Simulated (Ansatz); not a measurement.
# Cs2PbI2Cl2: the cost of one run

Computed with Ansatz 0.2.0 (DFT PBE, scalar-relativistic, plane waves, PAW, unless a step's input says otherwise).

## (1) The starting structure

The structure is tetragonal, space group I4/mmm (No. 139). Conventional cell: a = 5.768 Å, b = 5.768 Å, c = 19.486 Å, α = 90.00°, β = 90.00°, γ = 90.00°. Cs (site symmetry 4mm) has 4 Cl at 3.86 Å and 5 I at 3.94 to 4.13 Å as nearest neighbours. Around Pb (site symmetry 4/mmm) lie 4 Cl at 2.88 Å and 2 I at 3.24 Å. I (site symmetry 4mm) is surrounded by 1 Pb at 3.24 Å and 5 Cs at 3.94 to 4.13 Å. Around Cl (site symmetry mmm) lie 2 Pb at 2.88 Å and 4 Cs at 3.86 Å.

Structure file:

```cif
data_structure
_symmetry_space_group_name_H-M 'I4/mmm'
_symmetry_Int_Tables_number 139
_cell_length_a 5.7678
_cell_length_b 5.7678
_cell_length_c 19.4856
_cell_angle_alpha 90.000
_cell_angle_beta 90.000
_cell_angle_gamma 90.000
_cell_volume 648.24
loop_
_atom_site_label
_atom_site_type_symbol
_atom_site_symmetry_multiplicity
_atom_site_Wyckoff_symbol
_atom_site_fract_x
_atom_site_fract_y
_atom_site_fract_z
_atom_site_occupancy
Cs1 Cs 4 e 0.00000 0.00000 0.36865 1
Pb1 Pb 2 a 0.00000 0.00000 0.00000 1
I1 I 4 e 0.00000 0.00000 0.16633 1
Cl1 Cl 4 c 0.00000 0.50000 0.00000 1
```

(A quick probe on a coarse mesh, which set the mesh and smearing, is not shown.)

## (3) Full relaxation

File input.yaml:

```yaml
crystal:
  lattice:
    - [-2.8838975, 2.8838975, 9.7428095]
    - [2.8838975, -2.8838975, 9.7428095]
    - [2.8838975, 2.8838975, -9.7428095]
  atoms:
    - { symbol: Cs, position: [0.368645, 0.368645, 0.0] }
    - { symbol: Cs, position: [0.631355, 0.631355, 0.0] }
    - { symbol: Pb, position: [0.0, 0.0, 0.0] }
    - { symbol: I, position: [0.166328, 0.166328, 0.0] }
    - { symbol: I, position: [0.833672, 0.833672, 0.0] }
    - { symbol: Cl, position: [0.5, 0.0, 0.5] }
    - { symbol: Cl, position: [0.0, 0.5, 0.5] }
basis:
  ecutwfc: 420
kpoints:
  mp_grid: { grid: [6, 6, 6] }
hamiltonian:
  xc: pbe
scf:
  occupations: { method: gaussian, width: 0.02 }
output:
  forces: true
  stress: true
  eigenvalues: true
relax:
  adjacent_minimum: "off"
  f_tol: 0.01
  max_steps: 80
  cell: { stress_tol: 0.05 }
```

Command:

```sh
ansatz run input.yaml --threads 1 --pin off --max-ram 2560MiB --backend cpu --events-out ev --progress --plain --runs-dir out
```

Q: Estimate wall time and peak memory on 1 thread of Arm Neoverse V1, shared host.

About 2 min, with a peak of 0.75 GiB.
